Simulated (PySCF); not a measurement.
# TeI⁺ (triplet) with other numerical set-ups

The method stays; parts of the set-up, such as the basis or the Hamiltonian, are changed.

The runs use PySCF 2.14.0; each script names its method and basis.

5 further runs of the same task are left out: 5 that didn't finish.

## Step 1: Starting geometry

TeI⁺ (triplet): 2 atoms, charge 1, spin multiplicity 3.

No contacts short enough for the rule that draws bonds.

## Step 2: The run that the others are compared with

Input file input.py:

```python
from pyscf import gto, scf, tdscf

mol = gto.M(
    atom='Te 0 0 0; I 0 0 3.139',
    basis='lanl2dz',
    ecp={'Te': 'lanl2dz', 'I': 'lanl2dz'},
    charge=1,
    spin=2,
    verbose=4,
)
mf = scf.UHF(mol)
mf.kernel()
td = tdscf.TDHF(mf)
td.nstates = 5
td.kernel()
td.analyze(verbose=3)
mf.dip_moment()
print('orbital energies (hartree):', [e[max(0, n-3):n+3].round(4) for e, n in zip(mf.mo_energy, mol.nelec)])
```

On the command line:

```bash
$ OMP_NUM_THREADS=1 python input.py
```

Its log is not repeated here.

In short: E(SCF) = -18.727793 Eh, 13 cycles, ⟨S²⟩ = 2.624, excitations 0.34, 0.34, 3.63, 3.63, 4.12 eV.

⟨S²⟩ = 2.62 against 2.00 for a pure state: the determinant is spin-contaminated. The bond length is a typed value, not an optimised one. The dipole of an ion depends on the origin. The triplet is typed in the script; nothing here shows that it is the ground state.

## Step 3: Density fitting auto

Variant 1 changes density fitting: none → auto.

Input file input.py:

```python
from pyscf import gto, scf, tdscf

mol = gto.M(
    atom='Te 0 0 0; I 0 0 3.139',
    basis='lanl2dz',
    ecp={'Te': 'lanl2dz', 'I': 'lanl2dz'},
    charge=1,
    spin=2,
    verbose=4,
)
mf = scf.UHF(mol)
mf = mf.density_fit()
mf.kernel()
td = tdscf.TDHF(mf)
td.nstates = 5
td.kernel()
td.analyze(verbose=3)
mf.dip_moment()
print('orbital energies (hartree):', [e[max(0, n-3):n+3].round(4) for e, n in zip(mf.mo_energy, mol.nelec)])
```

On the command line:

```bash
$ OMP_NUM_THREADS=1 python input.py
```

## Step 4: Density fitting def2-universal-jkfit

Variant 2 changes density fitting: none → def2-universal-jkfit.

input.py: that of step 2 with these lines changed.

```diff
@@ -11,2 +11,3 @@
 mf = scf.UHF(mol)
+mf = mf.density_fit(auxbasis='def2-universal-jkfit')
 mf.kernel()
```

## Step 5: Def2-svp

Variant 3 changes basis set: lanl2dz → def2-svp. The core potential changes with it: totals don't compare.

input.py: that of step 2 with these lines changed.

```diff
@@ -4,4 +4,4 @@
     atom='Te 0 0 0; I 0 0 3.139',
-    basis='lanl2dz',
-    ecp={'Te': 'lanl2dz', 'I': 'lanl2dz'},
+    basis='def2-svp',
+    ecp={'Te': 'def2-svp', 'I': 'def2-svp'},
     charge=1,
```

Q: Predict the outcome of this session. Wanted: for each run, E(SCF); from base; gap, α spin; after the SCF.

**Answer**, as computed:

```
                                 run  E(SCF) (hartree)  from base (eV)  cycles  gap, α spin (eV)  functions              after the SCF
                                base        -18.727793               0      13              8.86         16  lowest root found 0.34 eV
                density fitting auto        -18.729439         -0.0448      13              8.88         16  lowest root found 0.35 eV
density fitting def2-universal-jkfit        -18.727789  not comparable      13              8.86         16  lowest root found 0.34 eV
                            def2-svp       -563.369253  not comparable      19              8.93         52  lowest root found 0.35 eV
```

In words: The dearest run is “def2-svp”, at 27 s against 1.1 s. Rows marked «poor choice» come from settings spoiled on purpose.
